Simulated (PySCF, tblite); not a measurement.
# C6H10BBrN2: geometry, infrared bands and NMR shifts

Aim: predict the infrared bands and NMR shifts of C6H10BBrN2 (`CC#C[C@H](/C=C/Br)B(N)N`).

Programs: tblite 0.8.0 and PySCF 2.14.0, with density-fitted response routines of our own. Each step states its level of theory. These are calculated values for one molecule in the gas phase, unless marked as measured. Atoms count from 0, in the outputs and in this text.

**1. The starting structure**

20 atoms, charge 0, multiplicity 1; geometry from: force field or distance geometry start.

Bonds of the start (Å): C0–C1 1.48, C1–C2 1.19, C2–C3 1.48, C3–C4 1.51, C4–C5 1.35, C5–Br6 1.91, C3–B7 1.60, B7–N8 1.53, B7–N9 1.53, C0–H10 1.11, C0–H11 1.10, C0–H12 1.11, C3–H13 1.10, C4–H14 1.08, C5–H15 1.07, N8–H16 1.04, N8–H17 1.05, N9–H18 1.04, N9–H19 1.04.

**2. Geometry optimisation with GFN2-xTB**

The job: settings as JSON, then the geometry in Å.

```
{"job": {"kind": "relax", "xc": "GFN2-xTB", "basis": "xTB"}, "charge": 0, "multiplicity": 1}
C      3.446600    -0.521000     1.402600
C      2.183800    -0.182900     0.708700
C      1.167200     0.081000     0.157800
C     -0.096800     0.424300    -0.541000
C     -0.770400     1.578900     0.155400
C     -1.731700     2.285700    -0.467400
Br    -2.566700     3.757600     0.421000
B     -1.045700    -0.860600    -0.520300
N     -1.503100    -1.492300    -1.835700
N     -1.530400    -1.454700     0.801600
H      3.655300     0.255400     2.164100
H      4.261800    -0.560000     0.667200
H      3.332800    -1.504400     1.908900
H      0.155500     0.689500    -1.583500
H     -0.481100     1.866200     1.160600
H     -2.045000     2.036400    -1.460800
H     -0.647800    -1.751900    -2.364800
H     -1.992900    -0.746800    -2.383100
H     -1.231200    -2.452200     0.817000
H     -2.565400    -1.437500     0.788800
```

The run is started by

```
OMP_NUM_THREADS=1 python probes_run.py task.json out
```

One launch serves the whole session: the jobs run in the order shown.

The program printed:

```text
step      E/eV     max force
  0    -789.03547    2.412
  1    -789.09875    5.460
  2    -789.30235    1.646
  3    -789.32841    1.327
  4    -789.35016    0.386
  5    -789.36035    0.275
  6    -789.36482    0.227
  7    -789.36748    0.123
  8    -789.36979    0.133
  9    -789.37174    0.140
 10    -789.37287    0.084
 11    -789.37378    0.082
 12    -789.37499    0.098
 13    -789.37680    0.160
 14    -789.37897    0.157
 15    -789.38104    0.173
 16    -789.38296    0.177
 17    -789.38547    0.151
 18    -789.38992    0.195
 19    -789.39794    0.316
 20    -789.40771    0.440
 21    -789.42157    0.413
 22    -789.45664    0.749
 23    -789.47063    1.034
 24    -789.49767    1.111
 25    -789.56195    0.596
 26    -789.61484    0.606
 27    -789.71928    1.522
 28    -789.80651    1.450
 29    -789.93668    1.182
 30    -790.04524    1.887
 31    -790.27777    1.276
 32    -790.40732    1.064
 33    -790.42053    2.079
 34    -790.54769    0.676
 35    -790.59727    0.501
 36    -790.65136    0.836
 37    -790.68754    0.749
 38    -790.75422    0.474
 39    -790.77802    0.300
 40    -790.79348    0.323
 41    -790.81218    0.359
 42    -790.83183    0.563
 43    -790.85634    0.483
 44    -790.87325    0.317
 45    -790.88442    0.269
 46    -790.89209    0.254
 47    -790.89986    0.280
 48    -790.90522    0.322
 49    -790.90974    0.258
 50    -790.91693    0.196
 51    -790.92339    0.243
 52    -790.93288    0.245
 53    -790.93770    0.147
 54    -790.94101    0.120
 55    -790.94324    0.114
 56    -790.94545    0.121
 57    -790.94692    0.087
 58    -790.94779    0.071
 59    -790.94845    0.079
 60    -790.94917    0.067
 61    -790.94998    0.087
 62    -790.95088    0.087
 63    -790.95173    0.071
 64    -790.95252    0.068
 65    -790.95344    0.064
 66    -790.95465    0.083
 67    -790.95600    0.082
 68    -790.95698    0.063
 69    -790.95748    0.049
 70    -790.95785    0.053
 71    -790.95836    0.063
 72    -790.95912    0.091
 73    -790.95997    0.085
 74    -790.96064    0.062
 75    -790.96108    0.058
 76    -790.96147    0.047
 77    -790.96194    0.058
 78    -790.96250    0.058
 79    -790.96307    0.069
 80    -790.96359    0.063
 81    -790.96407    0.051
 82    -790.96460    0.058
 83    -790.96523    0.068
 84    -790.96596    0.079
 85    -790.96677    0.074
 86    -790.96772    0.091
 87    -790.96880    0.088
 88    -790.96979    0.062
 89    -790.97048    0.061
 90    -790.97097    0.042
 91    -790.97136    0.044
 92    -790.97173    0.048
 93    -790.97211    0.044
 94    -790.97250    0.074
 95    -790.97293    0.054
 96    -790.97342    0.049
 97    -790.97377    0.040
 98    -790.97393    0.025
 99    -790.97402    0.024
100    -790.97409    0.021
101    -790.97420    0.026
102    -790.97433    0.023
103    -790.97444    0.019
104    -790.97451    0.036
105    -790.97453    0.081
106    -790.97459    0.014
107    -790.97464    0.029
108    -790.97470    0.038
109    -790.97475    0.022
110    -790.97482    0.021
111    -790.97489    0.033
112    -790.97498    0.039
113    -790.97506    0.028
114    -790.97513    0.015
115    -790.97519    0.024
116    -790.97526    0.028
117    -790.97533    0.022
118    -790.97540    0.020
119    -790.97548    0.021
120    -790.97559    0.033
121    -790.97577    0.042
122    -790.97602    0.039
123    -790.97630    0.042
124    -790.97660    0.042
125    -790.97694    0.048
126    -790.97717    0.044
127    -790.97756    0.047
128    -790.97780    0.044
129    -790.97806    0.046
130    -790.97817    0.038
131    -790.97845    0.025
132    -790.97866    0.033
133    -790.97879    0.029
134    -790.97889    0.022
135    -790.97898    0.019
136    -790.97908    0.028
137    -790.97918    0.027
138    -790.97928    0.023
139    -790.97937    0.026
140    -790.97947    0.026
141    -790.97958    0.027
142    -790.97967    0.026
143    -790.97976    0.027
144    -790.97986    0.025
145    -790.97997    0.035
146    -790.98009    0.033
147    -790.98019    0.030
148    -790.98027    0.018
149    -790.98034    0.026
150    -790.98047    0.037
151    -790.98065    0.042
152    -790.98087    0.044
153    -790.98106    0.034
154    -790.98122    0.040
155    -790.98144    0.038
156    -790.98178    0.068
157    -790.98228    0.085
158    -790.98285    0.073
159    -790.98291    0.112
160    -790.98350    0.075
161    -790.98376    0.081
162    -790.98409    0.042
163    -790.98450    0.054
164    -790.98478    0.064
165    -790.98522    0.044
166    -790.98570    0.072
167    -790.98598    0.065
168    -790.98624    0.057
169    -790.98648    0.041
170    -790.98671    0.033
171    -790.98692    0.050
172    -790.98705    0.041
173    -790.98716    0.031
174    -790.98724    0.026
175    -790.98731    0.022
176    -790.98738    0.034
177    -790.98746    0.028
178    -790.98756    0.030
179    -790.98766    0.025
180    -790.98776    0.022
181    -790.98786    0.020
182    -790.98793    0.018
183    -790.98801    0.017
184    -790.98812    0.030
185    -790.98831    0.037
186    -790.98860    0.039
187    -790.98901    0.047
188    -790.98951    0.058
189    -790.99007    0.077
190    -790.99054    0.084
191    -790.99122    0.101
192    -790.99200    0.065
193    -790.99280    0.038
194    -790.99322    0.065
195    -790.99357    0.060
196    -790.99400    0.042
197    -790.99438    0.057
198    -790.99456    0.034
199    -790.99478    0.038
200    -790.99504    0.030
201    -790.99521    0.042
202    -790.99548    0.052
203    -790.99588    0.065
204    -790.99639    0.055
205    -790.99666    0.053
206    -790.99685    0.049
207    -790.99702    0.037
208    -790.99720    0.058
209    -790.99725    0.076
210    -790.99735    0.039
211    -790.99747    0.035
212    -790.99755    0.045
213    -790.99764    0.028
214    -790.99770    0.026
215    -790.99776    0.016
216    -790.99780    0.019
217    -790.99785    0.020
218    -790.99790    0.020
219    -790.99799    0.033
220    -790.99809    0.035
221    -790.99820    0.047
222    -790.99830    0.044
223    -790.99844    0.060
224    -790.99860    0.079
225    -790.99891    0.052
226    -790.99929    0.092
227    -790.99959    0.079
228    -790.99968    0.110
229    -791.00042    0.087
230    -791.00065    0.102
231    -791.00100    0.046
232    -791.00118    0.036
233    -791.00125    0.063
234    -791.00139    0.025
235    -791.00147    0.026
236    -791.00163    0.031
237    -791.00173    0.030
238    -791.00182    0.030
239    -791.00190    0.037
240    -791.00200    0.022
241    -791.00210    0.033
242    -791.00222    0.024
243    -791.00229    0.028
244    -791.00236    0.014
245    -791.00239    0.027
246    -791.00245    0.021
247    -791.00250    0.019
248    -791.00254    0.017
249    -791.00257    0.009
```

It took 2.4 s on 1 thread of Arm Neoverse V1, shared host; peak memory 0.18 GiB.

Relaxation path: (not every step is listed)

| step | energy from step 0 (eV) | largest force (eV/Å) |
| --- | --- | --- |
| 0 | 0.0000 | 2.4125 |
| 1 | -0.0633 | 5.4597 |
| 2 | -0.2669 | 1.6457 |
| 3 | -0.2929 | 1.3274 |
| 4 | -0.3147 | 0.3863 |
| 5 | -0.3249 | 0.2754 |
| 6 | -0.3293 | 0.2266 |
| 7 | -0.3320 | 0.1225 |
| 8 | -0.3343 | 0.1327 |
| 31 | -1.2423 | 1.2762 |
| 54 | -1.9055 | 0.1197 |
| 77 | -1.9265 | 0.0578 |
| 100 | -1.9386 | 0.0215 |
| 123 | -1.9408 | 0.0424 |
| 146 | -1.9446 | 0.0330 |
| 169 | -1.9510 | 0.0409 |
| 192 | -1.9565 | 0.0651 |
| 215 | -1.9623 | 0.0163 |
| 238 | -1.9663 | 0.0301 |
| 244 | -1.9669 | 0.0137 |
| 245 | -1.9669 | 0.0271 |
| 246 | -1.9670 | 0.0210 |
| 247 | -1.9670 | 0.0188 |
| 248 | -1.9671 | 0.0166 |
| 249 | -1.9671 | 0.0091 |

Distances of close pairs at the start and the end, largest changes first:

| bond | before (Å) | after (Å) | change (Å) |
| --- | --- | --- | --- |
| B7–N9 | 1.528 | 1.396 | -0.132 |
| B7–N8 | 1.529 | 1.400 | -0.130 |
| N8–H17 | 1.047 | 1.004 | -0.042 |
| N9–H18 | 1.042 | 1.004 | -0.037 |
| N8–H16 | 1.039 | 1.004 | -0.035 |
| C2–C3 | 1.485 | 1.452 | -0.033 |
| C0–C1 | 1.480 | 1.449 | -0.031 |
| N9–H19 | 1.035 | 1.004 | -0.031 |

The end geometry stands in the next job.

**3. Harmonic vibrations with GFN2-xTB**

The job: settings as JSON, then the geometry in Å.

```
{"job": {"kind": "ir", "xc": "GFN2-xTB", "basis": "xTB"}, "charge": 0, "multiplicity": 1}
C      3.194830    -0.432776     1.779761
C      2.041944    -0.179576     0.939268
C      1.101802     0.036774     0.226898
C     -0.061284     0.294421    -0.602805
C     -0.775569     1.507668    -0.100379
C     -1.191701     2.483526    -0.886488
Br    -2.179596     3.977030    -0.237938
B     -1.089574    -0.967804    -0.624378
N     -2.332346    -0.804222    -1.247262
N     -0.709117    -2.181194    -0.047747
H      3.246790     0.311198     2.574874
H      4.108908    -0.376923     1.188456
H      3.126713    -1.424170     2.229056
H      0.278849     0.473582    -1.629992
H     -0.968045     1.536491     0.962965
H     -1.028066     2.524625    -1.951412
H     -2.638628     0.065305    -1.644277
H     -3.024559    -1.529508    -1.304256
H      0.178956    -2.300223     0.405951
H     -1.285455    -3.003545    -0.033333
```

The program printed:

```text
mode    cm-1     km/mol
  1     -16.0      0.04
  2      18.3      0.02
  3      39.5      0.12
  4      73.5      0.55
  5      86.7      0.31
  6     119.4      1.50
  7     198.7      5.58
  8     227.8      1.94
  9     243.5      0.82
 10     258.6      1.39
 11     283.1      0.04
 12     309.7      0.19
 13     337.4      1.30
 14     406.8      2.97
 15     411.5      3.36
 16     456.6      6.46
 17     471.1      5.07
 18     493.6    324.83
 19     522.0     47.05
 20     539.4     50.39
 21     658.3      1.82
 22     690.5      0.62
 23     775.0      8.23
 24     810.7      6.53
 25     857.8      0.11
 26     891.6     50.18
 27     986.3     19.29
 28    1025.1      5.73
 29    1029.7      3.12
 30    1087.4     43.40
 31    1125.4      4.41
 32    1172.2     40.05
 33    1208.8     23.67
 34    1240.0    256.27
 35    1253.0     41.81
 36    1295.0      8.89
 37    1394.2      0.99
 38    1407.6    200.92
 39    1462.4      3.98
 40    1463.2      3.95
 41    1528.6    130.95
 42    1539.0    173.33
 43    1657.4      4.82
 44    2410.8      0.39
 45    2906.1     43.64
 46    2991.1     33.74
 47    2997.3     27.70
 48    3005.6     40.31
 49    3076.8      6.13
 50    3085.6     34.37
 51    3507.4      5.57
 52    3514.9      2.23
 53    3548.4      1.54
 54    3554.0      1.53
```

Wall time 0.95 s (1 thread of Arm Neoverse V1, shared host); peak memory 0.18 GiB.

The strongest bands and the atoms that carry them (share of the mass-weighted mode):

| cm⁻¹ | km/mol | atoms |
| --- | --- | --- |
| 494 | 324.8 | H17 33 %, H19 33 %, N9 11 % |
| 522 | 47.0 | H18 58 %, H16 29 % |
| 539 | 50.4 | B7 39 %, C4 12 % |
| 892 | 50.2 | N9 23 %, N8 23 %, H18 21 %, H16 20 % |
| 1240 | 256.3 | B7 57 %, N8 10 % |
| 1408 | 200.9 | B7 58 %, H18 11 % |
| 1529 | 130.9 | H18 36 %, H19 35 %, N9 17 % |
| 1539 | 173.3 | H17 36 %, H16 35 %, N8 17 % |

**4. NMR shieldings: PBE0/pcSseg-1**

The job, as its differences from that of step 3:

```diff
@@ -1,2 +1,2 @@
-{"job": {"kind": "ir", "xc": "GFN2-xTB", "basis": "xTB"}, "charge": 0, "multiplicity": 1}
+{"job": {"kind": "nmr", "xc": "PBE0", "basis": "pcSseg-1"}, "charge": 0, "multiplicity": 1}
 C      3.194830    -0.432776     1.779761
```

Level: GIAO PBE0/pcSseg-1 NMR shielding, non-relativistic, gas phase.

The program printed:

```text
coarse grid: 78552 points
cycle   1  E = -2942.0263343712  dE =  1.790e-01  |g| = 9.017e-01  |ddm| = 4.562e+00
cycle   2  E = -2942.0070943896  dE =  1.924e-02  |g| = 7.657e-01  |ddm| = 1.287e+00
cycle   3  E = -2942.1094859617  dE = -1.024e-01  |g| = 2.290e-01  |ddm| = 8.319e-01
cycle   4  E = -2942.1192787996  dE = -9.793e-03  |g| = 1.092e-01  |ddm| = 2.563e-01
cycle   5  E = -2942.1219928239  dE = -2.714e-03  |g| = 2.547e-02  |ddm| = 9.764e-02
cycle   6  E = -2942.1221237693  dE = -1.309e-04  |g| = 8.177e-03  |ddm| = 2.345e-02
cycle   7  E = -2942.1221393371  dE = -1.557e-05  |g| = 2.289e-03  |ddm| = 8.347e-03
cycle   8  E = -2942.1221405803  dE = -1.243e-06  |g| = 5.146e-04  |ddm| = 2.693e-03
final grid: 167240 points
cycle   9  E = -2942.1221473578  dE = -2.913e-08  |g| = 6.339e-04  |ddm| = 5.137e-03
cycle  10  E = -2942.1221472647  dE =  9.310e-08  |g| = 8.844e-04  |ddm| = 1.704e-03
cycle  11  E = -2942.1221474556  dE = -1.909e-07  |g| = 1.668e-04  |ddm| = 9.057e-04
cycle  12  E = -2942.1221474624  dE = -6.728e-09  |g| = 2.673e-05  |ddm| = 1.583e-04
cycle  13  E = -2942.1221474625  dE = -1.364e-10  |g| = 1.042e-05  |ddm| = 3.013e-05
converged SCF energy = -2942.1221474625

GIAO shielding tensors (ppm)
atom      isotropic    diamagn.    paramagn.     s11        s22        s33       span
  0 C      182.043     253.879     -71.836    174.687    174.806    196.635     21.948
  1 C      103.445     269.622    -166.177     21.196     25.435    263.704    242.508
  2 C      100.793     263.492    -162.700     10.143     15.912    276.324    266.181
  3 C      157.610     251.340     -93.731    142.609    161.507    168.713     26.104
  4 C       35.753     255.301    -219.549    -77.960     53.291    131.927    209.887
  5 C       65.804     251.643    -185.839    -22.220     97.007    122.625    144.845
  6 Br    2117.843    3121.552   -1003.709   1623.186   1808.162   2922.181   1298.995
  7 B       75.967     193.508    -117.541     45.999     68.913    112.990     66.991
  8 N      201.468     316.241    -114.773    152.242    211.816    240.347     88.106
  9 N      199.579     317.522    -117.944    150.091    211.423    237.222     87.132
 10 H       29.644      29.208       0.436     24.217     28.169     36.546     12.328
 11 H       29.654      28.044       1.610     24.360     27.740     36.861     12.500
 12 H       29.739      29.781      -0.042     24.078     28.457     36.681     12.603
 13 H       29.007      32.689      -3.682     25.104     29.482     32.434      7.330
 14 H       25.496      31.901      -6.405     21.722     23.392     31.375      9.653
 15 H       25.854      30.807      -4.953     20.873     26.456     30.232      9.359
 16 H       29.504      31.983      -2.479     22.317     29.342     36.854     14.537
 17 H       29.450      29.758      -0.308     23.090     26.470     38.790     15.700
 18 H       28.532      33.787      -5.255     21.050     28.368     36.178     15.128
 19 H       29.381      30.544      -1.162     23.178     26.305     38.661     15.483
```

Run time: 65 s. Hardware: 1 thread of Arm Neoverse V1, shared host; peak memory 1.1 GiB.

The references, computed at this level on geometries of the same kind, shield at (ppm): ¹H TMS 31.72, ¹³C TMS 186.9, ¹⁵N NH3 267.7, ¹¹B BF3·OEt2 100.1, ⁷⁹Br HBr 2622. Their shielding less the atom's gives the shift. The references are single molecules in the gas phase, so shifts against H2O, NH3, PH3, H3PO4 or CFCl3 are not on the usual liquid scales and can be off by tens of ppm. Atoms listed in one row are averaged.

| atoms | environment | σ (ppm) | δ (ppm) | δ scaled to CDCl3 |
| --- | --- | --- | --- | --- |
| C4 | alkene CH | 35.8 | 151.2 | 145.6 |
| C5 | alkene CH | 65.8 | 121.1 | 101.4 |
| C2 | alkyne carbon | 100.8 | 86.1 | 82.2 |
| C1 | alkyne carbon | 103.4 | 83.5 | 79.6 |
| C3 | allylic sp3 CH bonded to B | 157.6 | 29.3 | 26.7 |
| C0 | propargylic methyl carbon | 182.0 | 4.9 | 2.9 |
| H14 | hydrogen on an alkene CH | 25.50 | 6.22 | 5.97 |
| H15 | hydrogen on an alkene CH | 25.85 | 5.86 | 5.63 |
| H13 | hydrogen on an allylic sp3 CH bonded to B | 29.01 | 2.71 | 2.66 |
| H16, H17, H18, H19 | hydrogen on a nitrogen bonded to B | 29.22 | 2.50 | – |
| H10, H11, H12 | hydrogen on a propargylic methyl carbon | 29.68 | 2.04 | 2.03 |
| Br6 | bromine bonded to C | 2118 | 504 | – |
| B7 | boron bonded to C, 2 N | 76.0 | 24.1 | – |
| N8, N9 | nitrogen bonded to B, 2 H | 200.5 | 67.2 | – |

The scaled column applies a straight-line fit of computed shieldings to shifts measured in CDCl3, with any fitted terms for Cl, Br or S neighbours (root-mean-square error 0.16 ppm for H, 1.9 ppm for C).

The run also stored atomic charges by several schemes (e):

| atoms | Mulliken | IAO | Hirshfeld | ESP fit |
| --- | --- | --- | --- | --- |
| C0 | -0.18 | -0.43 | -0.10 | -0.57 |
| C1 | -0.37 | -0.08 | -0.06 | 0.22 |
| C2 | 0.07 | -0.07 | -0.06 | -0.51 |
| C3 | -0.41 | -0.26 | -0.08 | 0.26 |
| C4 | -0.03 | -0.11 | -0.04 | 0.03 |
| C5 | -0.16 | -0.25 | -0.06 | -0.44 |
| Br6 | -0.13 | -0.01 | -0.05 | -0.05 |
| B7 | 0.54 | 0.31 | 0.17 | 0.54 |
| N8, N9 | -0.47 | -0.59 | -0.27 | -1.03 |

Mayer bond orders: C0–C1 1.24, C1–C2 2.59, C2–C3 1.09, C3–C4 1.04, C4–C5 1.81, C5–Br6 1.03, C3–B7 0.80, B7–N8 1.25, B7–N9 1.29.

**5. Outcome**

| quantity | value |
| --- | --- |
| strongest single infrared mode (GFN2-xTB) | 494 cm⁻¹, 325 km/mol |
| zero-point energy (GFN2-xTB) | 95.3 kcal/mol |
| ¹³C shifts against TMS (PBE0/pcSseg-1) | 151.2, 121.1, 86.1, 83.5, 29.3, 4.9 ppm |
| ¹H shifts against TMS (PBE0/pcSseg-1, means over atoms taken as alike) | 6.22, 5.86, 2.71, 2.50, 2.04 ppm |
| ⁷⁹Br shifts against HBr (PBE0/pcSseg-1) | 504 ppm |
| ¹¹B shifts against BF3·OEt2 (PBE0/pcSseg-1) | 24.1 ppm |
| ¹⁵N shifts against NH3 (PBE0/pcSseg-1, means over atoms taken as alike) | 67.2 ppm |

**Reading.** Over 249 steps the energy fell by 1.967 eV; of the close pairs, B7–N9 changed most, 1.528 to 1.396 Å. The lowest mode is slightly imaginary (16i cm⁻¹), a soft motion within the noise of the Hessian, so the minimum is not strictly shown. The strongest single mode, at 494 cm⁻¹, is carried by H17, H19, N9. GFN2-xTB is a fitted tight-binding method: band positions and strengths are rough. Its intensities can rank the bands wrongly. C5 stands next to heavy halogen, whose spin-orbit shielding this run leaves out, so the computed shift lies too far downfield, most of all for carbon beside Br or I. At PBE0/pcSseg-1: The largest span, 1299 ppm, is at Br6, where the paramagnetic term is -1004 ppm. Spin-orbit coupling is left out, which matters for shieldings and couplings at and beside the heavy atoms.
